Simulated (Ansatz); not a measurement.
# Molecular dynamics of Ba$_{8}$LiTi$_{8}$O$_{24}$, charge +1

Input:

```yaml
crystal:
  lattice:
    - [7.94, 0.0, 0.0]
    - [0.0, 7.94, 0.0]
    - [0.0, 0.0, 7.94]
  atoms:
    - { symbol: Ba, position: [-0.0015508, -6.81e-05, -4.819e-05] }
    - { symbol: Ti, position: [0.27988245, 0.22034994, 0.22036828] }
    - { symbol: O, position: [0.25653307, 0.24367231, -0.00655883] }
    - { symbol: O, position: [0.00451094, 0.24519538, 0.24522476] }
    - { symbol: O, position: [0.25653694, -0.0065798, 0.2436846] }
    - { symbol: Ba, position: [-0.00026527, 0.00285899, 0.50054856] }
    - { symbol: Ti, position: [0.24081274, 0.25942188, 0.73559112] }
    - { symbol: O, position: [0.25538128, 0.24496963, 0.49585674] }
    - { symbol: O, position: [0.00392861, 0.25143561, 0.74588257] }
    - { symbol: O, position: [0.25162748, -0.00394689, 0.74735854] }
    - { symbol: Ba, position: [-0.000265, 0.50052694, 0.00288094] }
    - { symbol: Ti, position: [0.24081153, 0.7355684, 0.25944173] }
    - { symbol: O, position: [0.25162786, 0.74732032, -0.00392071] }
    - { symbol: O, position: [0.00392462, 0.74586828, 0.25145652] }
    - { symbol: O, position: [0.25536187, 0.49582773, 0.24501849] }
    - { symbol: Ba, position: [-0.03485912, 0.53492844, 0.53493247] }
    - { symbol: Ti, position: [0.24576663, 0.76003162, 0.76005302] }
    - { symbol: O, position: [0.24876396, 0.74590511, 0.49635547] }
    - { symbol: O, position: [-0.00065303, 0.75480228, 0.7548275] }
    - { symbol: O, position: [0.24876804, 0.49633041, 0.74591646] }
    - { symbol: Ba, position: [0.50515313, -0.00492858, -0.00491048] }
    - { symbol: Ti, position: [0.76471043, 0.25943375, 0.25945239] }
    - { symbol: O, position: [0.7530498, 0.2486661, -0.00388396] }
    - { symbol: O, position: [0.50684314, 0.24361921, 0.24363541] }
    - { symbol: O, position: [0.7530423, -0.00390689, 0.24869048] }
    - { symbol: Ba, position: [0.50033205, -9.004e-05, 0.50183695] }
    - { symbol: Ti, position: [0.74020295, 0.25443547, 0.76008227] }
    - { symbol: O, position: [0.75428057, 0.25149254, 0.49640123] }
    - { symbol: O, position: [0.50422282, 0.24867165, 0.74744152] }
    - { symbol: O, position: [0.75023272, -0.00019953, 0.75005921] }
    - { symbol: Ba, position: [0.50033045, 0.50181524, -6.855e-05] }
    - { symbol: Ti, position: [0.74020012, 0.76006369, 0.25445103] }
    - { symbol: O, position: [0.75023032, 0.75003902, -0.00017693] }
    - { symbol: O, position: [0.50421957, 0.74741084, 0.24869564] }
    - { symbol: O, position: [0.75428346, 0.49638017, 0.25150935] }
    - { symbol: Ba, position: [0.49740999, 0.50052587, 0.50054724] }
    - { symbol: Ti, position: [0.73888169, 0.76136752, 0.76138738] }
    - { symbol: O, position: [0.74546451, 0.754843, 0.50092082] }
    - { symbol: O, position: [0.5004717, 0.75000652, 0.75002912] }
    - { symbol: O, position: [0.74546763, 0.50090045, 0.7548651] }
    - { symbol: Li, position: [0.12487324, 0.37581309, 0.37587486] }
total_charge: 1
basis:
  ecutwfc: 420.0
kpoints:
  mp_grid: { grid: [2, 2, 2] }
hamiltonian:
  xc: pbe
  pseudopotentials: { kind: paw, azcp: { folder: soft_1 } }
scf:
  occupations: { method: fermi_dirac, width: 0.05 }
  lower_state_search: "off"
md:
  timestep: 1
  n_steps: 140
  ensemble: nvt_langevin
  temperature: 1500.0
  initial_velocities: maxwell_boltzmann
  seed: 938911
  friction: 0.02
```

Command:

```bash
$ ansatz run input.yaml --threads 4 --pin off --max-ram 10240MiB --backend cpu --events-out ev --progress --plain --runs-dir out
```

It starts from a partly relaxed structure (largest force component 0.06 eV/Å).

Output, in part (step lines):

```
md step     0: t =     0.00 fs  T =  1463.4 K  F+E_penalty+E_count = -81493.00580521 eV  E_kin = 7.755600 eV  (9 SCF iters)
md step     1: t =     1.00 fs  T =  1517.5 K  F+E_penalty+E_count = -81492.97642669 eV  E_kin = 8.042327 eV  (7 SCF iters)
md step     2: t =     2.00 fs  T =  1495.2 K  F+E_penalty+E_count = -81492.88678185 eV  E_kin = 7.924107 eV  (7 SCF iters)
md step     3: t =     3.00 fs  T =  1604.1 K  F+E_penalty+E_count = -81492.73700240 eV  E_kin = 8.501018 eV  (7 SCF iters)
md step     4: t =     4.00 fs  T =  1647.2 K  F+E_penalty+E_count = -81492.53051004 eV  E_kin = 8.729479 eV  (7 SCF iters)
md step     5: t =     5.00 fs  T =  1558.9 K  F+E_penalty+E_count = -81492.27915152 eV  E_kin = 8.261477 eV  (6 SCF iters)
md step     6: t =     6.00 fs  T =  1427.4 K  F+E_penalty+E_count = -81491.99787086 eV  E_kin = 7.564653 eV  (5 SCF iters)
md step     7: t =     7.00 fs  T =  1429.2 K  F+E_penalty+E_count = -81491.69115267 eV  E_kin = 7.574116 eV  (5 SCF iters)
[... lines left out ...]
```

The steps, from the saved trajectory:

```json
{"time (fs)": "0", "T (K)": "1463", "potential energy less start (eV)": "0.000"}
{"time (fs)": "4", "T (K)": "1647", "potential energy less start (eV)": "0.475"}
{"time (fs)": "8", "T (K)": "1367", "potential energy less start (eV)": "1.640"}
{"time (fs)": "12", "T (K)": "1117", "potential energy less start (eV)": "2.968"}
{"time (fs)": "16", "T (K)": "996", "potential energy less start (eV)": "4.130"}
{"time (fs)": "20", "T (K)": "891", "potential energy less start (eV)": "5.007"}
{"time (fs)": "24", "T (K)": "876", "potential energy less start (eV)": "5.641"}
{"time (fs)": "28", "T (K)": "1094", "potential energy less start (eV)": "6.177"}
{"time (fs)": "32", "T (K)": "1033", "potential energy less start (eV)": "6.683"}
{"time (fs)": "36", "T (K)": "1085", "potential energy less start (eV)": "7.247"}
{"time (fs)": "40", "T (K)": "1217", "potential energy less start (eV)": "7.254"}
{"time (fs)": "44", "T (K)": "1460", "potential energy less start (eV)": "6.832"}
{"time (fs)": "48", "T (K)": "1330", "potential energy less start (eV)": "6.708"}
{"time (fs)": "52", "T (K)": "1171", "potential energy less start (eV)": "6.836"}
{"time (fs)": "56", "T (K)": "1243", "potential energy less start (eV)": "6.995"}
{"time (fs)": "60", "T (K)": "1502", "potential energy less start (eV)": "6.808"}
{"time (fs)": "64", "T (K)": "1440", "potential energy less start (eV)": "6.422"}
{"time (fs)": "68", "T (K)": "1502", "potential energy less start (eV)": "6.301"}
{"time (fs)": "72", "T (K)": "1539", "potential energy less start (eV)": "6.683"}
{"time (fs)": "76", "T (K)": "1443", "potential energy less start (eV)": "7.338"}
{"time (fs)": "80", "T (K)": "1473", "potential energy less start (eV)": "7.792"}
{"time (fs)": "84", "T (K)": "1457", "potential energy less start (eV)": "7.920"}
{"time (fs)": "88", "T (K)": "1627", "potential energy less start (eV)": "7.966"}
{"time (fs)": "92", "T (K)": "1563", "potential energy less start (eV)": "8.170"}
{"time (fs)": "96", "T (K)": "1462", "potential energy less start (eV)": "8.523"}
{"time (fs)": "100", "T (K)": "1501", "potential energy less start (eV)": "8.312"}
{"time (fs)": "104", "T (K)": "1590", "potential energy less start (eV)": "7.662"}
{"time (fs)": "108", "T (K)": "1681", "potential energy less start (eV)": "7.208"}
{"time (fs)": "112", "T (K)": "1722", "potential energy less start (eV)": "7.174"}
{"time (fs)": "116", "T (K)": "1613", "potential energy less start (eV)": "7.092"}
{"time (fs)": "120", "T (K)": "1612", "potential energy less start (eV)": "7.202"}
{"time (fs)": "124", "T (K)": "1745", "potential energy less start (eV)": "7.579"}
{"time (fs)": "128", "T (K)": "1664", "potential energy less start (eV)": "7.769"}
{"time (fs)": "132", "T (K)": "1576", "potential energy less start (eV)": "7.691"}
{"time (fs)": "136", "T (K)": "1491", "potential energy less start (eV)": "7.763"}
{"time (fs)": "140", "T (K)": "1495", "potential energy less start (eV)": "7.659"}
```

The run went to its last step. A run of 0.14 ps of so small a system gives no equilibrium averages. Limits of this set-up: a small cell, in which the defect meets its images, a typed lattice constant that wasn't relaxed here, charged cell in a uniform background, uncorrected.

Mean squared displacements from the first frame to the last, about the centre of mass: Ba 0.06 Å², Ti 0.11 Å², O 0.08 Å², Li 1.25 Å².

Last frame:

```xyz
41
Lattice="7.9400 0.0000 0.0000 0.0000 7.9400 0.0000 0.0000 0.0000 7.9400" Properties=species:S:1:pos:R:3
Ba 0.138 0.025 0.195
Ti 2.108 1.862 2.089
O 1.993 2.239 -0.098
O -0.009 2.186 2.377
O 2.101 0.208 1.774
Ba 0.106 -0.012 4.158
Ti 2.221 1.732 6.190
O 2.470 1.739 3.933
O -0.056 1.778 6.004
O 1.970 -0.067 6.001
Ba 0.027 3.755 -0.299
Ti 1.814 5.685 1.923
O 2.102 6.132 0.132
O 0.002 5.915 1.830
O 2.008 3.918 2.171
Ba -0.492 4.067 4.259
Ti 1.881 5.826 5.895
O 1.825 5.712 4.005
O -0.029 5.870 5.958
O 1.961 3.808 5.630
Ba 3.949 -0.138 0.207
Ti 5.940 1.923 2.182
O 6.245 2.151 0.067
O 4.199 1.808 2.148
O 6.171 -0.132 2.029
Ba 3.751 -0.217 3.820
Ti 5.963 1.522 6.114
O 5.914 1.853 4.088
O 4.058 1.935 6.258
O 6.031 -0.223 6.224
Ba 4.026 3.927 -0.007
Ti 5.746 5.878 1.768
O 5.781 5.930 0.014
O 4.029 5.794 2.099
O 5.858 3.971 1.872
Ba 4.070 3.969 4.181
Ti 5.761 5.691 6.027
O 5.754 6.003 4.187
O 3.806 5.891 6.118
O 5.699 3.852 5.859
Li 1.452 3.248 3.983
```

Time of the run: 21 min on 4 threads of Intel(R) Xeon(R) Platinum 8259CL CPU @ 2.50GHz (Skylake/Cascade Lake), on a shared host, peak memory 3 GiB.
